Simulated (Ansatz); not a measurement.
# TmGa3Hg3As2N4: the cost of one run

Method: DFT PBE, scalar-relativistic, plane waves, PAW, in Ansatz 0.2.0.

1 further run of the same task is left out (it didn't finish).

## Step 1: The system as given

Symmetry: P4/mmm, No. 123, tetragonal system. The conventional cell has a = 5.365 Å, b = 5.365 Å, c = 9.490 Å, α = 90.00°, β = 90.00°, γ = 90.00°. Around Tm (site symmetry 4/mmm) lie 2 Hg at 2.16 Å and 4 As at 2.68 Å. Ga (site symmetry 4mm) is surrounded by 1 Ga at 1.75 Å. Ga (site symmetry 4/mmm) is surrounded by 2 Ga at 1.75 Å. Hg (site symmetry 4mm) has 1 Tm at 2.16 Å as nearest neighbours. Around Hg (site symmetry 4/mmm) lie 4 N at 2.08 Å. As (site symmetry mmm) has 2 Tm at 2.68 Å and 2 Ga at 2.68 Å as nearest neighbours. N (site symmetry m2m) has 1 N at 1.20 Å as nearest neighbours.

Structure file:

```
CELL_PARAMETERS angstrom
5.36504 0.00000 0.00000
0.00000 5.36504 0.00000
0.00000 0.00000 9.49038
ATOMIC_POSITIONS crystal
Tm 0.00000 0.00000 0.00000
Ga 0.50000 0.50000 0.18427
Ga 0.50000 0.50000 0.81573
Ga 0.50000 0.50000 0.00000
Hg 0.00000 0.00000 0.77287
Hg 0.00000 0.00000 0.22713
Hg 0.00000 0.00000 0.50000
As 0.00000 0.50000 0.00000
As 0.50000 0.00000 0.00000
N 0.38855 0.00000 0.50000
N 0.61145 0.00000 0.50000
N 0.00000 0.38855 0.50000
N 0.00000 0.61145 0.50000
```

Starting moments: Tm 2.00 μB.

## Step 2: Relaxing cell and atoms

File input.yaml:

```yaml
crystal:
  lattice:
    - [5.3650413846, 0.0, 0.0]
    - [0.0, 5.3650413846, 0.0]
    - [0.0, 0.0, 9.4903773296]
  atoms:
    - { symbol: Tm, position: [0.0, 0.0, 0.0], spin: 2.0 }
    - { symbol: Ga, position: [0.5, 0.5, 0.1842685] }
    - { symbol: Ga, position: [0.5, 0.5, 0.8157315] }
    - { symbol: Ga, position: [0.5, 0.5, 0.0] }
    - { symbol: Hg, position: [0.0, 0.0, 0.7728699] }
    - { symbol: Hg, position: [0.0, 0.0, 0.2271301] }
    - { symbol: Hg, position: [0.0, 0.0, 0.5] }
    - { symbol: As, position: [0.0, 0.5, 0.0] }
    - { symbol: As, position: [0.5, 0.0, 0.0] }
    - { symbol: "N", position: [0.38855001, 0.0, 0.5] }
    - { symbol: "N", position: [0.61144999, 0.0, 0.5] }
    - { symbol: "N", position: [0.0, 0.38855001, 0.5] }
    - { symbol: "N", position: [0.0, 0.61144999, 0.5] }
basis:
  ecutwfc: 420
  ecutrho_ratio: 4
kpoints:
  mp_grid: { grid: [6, 6, 4] }
hamiltonian:
  xc: pbe
scf:
  occupations: { method: gaussian, width: 0.05 }
output:
  forces: true
  stress: true
  eigenvalues: true
  populations: true
magnetization:
  spin_polarized: true
relax:
  f_tol: 0.01
  max_steps: 60
  cell: { stress_tol: 0.04 }
```

Launch:

```sh
$ ansatz run input.yaml --threads 8 --pin off --max-ram 14336MiB --backend cpu --events-out ev --progress --plain --runs-dir out
```

Q: Estimate wall time and peak memory on 8 threads of Intel Xeon Platinum 8375C at 2.90GHz (Ice Lake), shared host.

About 14 min, with a peak of 3.5 GiB.
